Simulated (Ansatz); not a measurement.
# CsRu in Ansatz: convergence with k mesh

The system is CsRu.

```
Cs Ru
1.0
     1.79715    1.03758    5.73663
    -1.79715    1.03758    5.73663
     0.00000   -2.07517    5.73663
Cs Ru
1 1
Cartesian
  -0.0074 -0.0464 8.6593
  0.0092 -0.0121 0.0033
```

The cell was built by a generator and needn't be a form met in nature.

The cell isn't the ideal one: atoms moved at random, drawn with an rms of 0.05 Å.

- Program: Ansatz 0.2.0
- Task: convergence study
- Functional: LDA
- Potentials or basis: PseudoDojo standard (LDA files)
- Cutoff: 1197 eV
- Density cutoff: 4789 eV
- k mesh: 3 × 3 × 3
- Occupations: fermi-dirac, width 0.05 eV
- Spin: no spin polarisation

These are the settings of the first run; the series varies k mesh, with any setting tied to it.

Hardware: 2 threads of Arm Neoverse V1 (shared host).

Task: The values tried are 3 × 3 × 3, 4 × 4 × 4, 5 × 5 × 5, 6 × 6 × 6, 8 × 8 × 8, 10 × 10 × 10, 12 × 12 × 12, 14 × 14 × 14, loosest first. From which on does the largest force stay within 0.005 eV/Å of the tightest run that finished?

Result: From 5 × 5 × 5 on.

| k mesh | energy less the tightest run, at zero smearing (meV/atom) | pressure (GPa) | largest force (eV/Å) | SCF cycles | CPU time (s) | peak memory (GiB) |
| --- | --- | --- | --- | --- | --- | --- |
| 3 × 3 × 3 | 142.56 | -7.64 | 0.071 | 14 | 8.9 | 0.34 |
| 4 × 4 × 4 | -19.81 | -8.42 | 0.074 | 13 | 19 | 0.4 |
| 5 × 5 × 5 | -10.17 | -8.40 | 0.065 | 13 | 34 | 0.47 |
| 6 × 6 × 6 | 5.39 | -8.63 | 0.065 | 13 | 58 | 0.6 |
| 8 × 8 × 8 | 0.38 | -8.51 | 0.064 | 13 | 140 | 1 |
| 10 × 10 × 10 | -0.11 | -8.49 | 0.065 | 13 | 260 | 1.7 |
| 12 × 12 × 12 | 0.17 | -8.52 | 0.064 | 12 | 450 | 2.6 |
| 14 × 14 × 14 | 0.00 | -8.52 | 0.065 | 13 | 740 | 4 |

Against the tightest run, the energy stays within 1 meV/atom from 8 × 8 × 8 on; the pressure stays within 0.1 GPa from 8 × 8 × 8 on. Meshes of other sizes hit other points, so gaps and Fermi surfaces needn't settle smoothly. The tightest run that finished is the yardstick and may itself not be fully converged.

The run has no spin-orbit coupling, so splittings on Cs are missing.
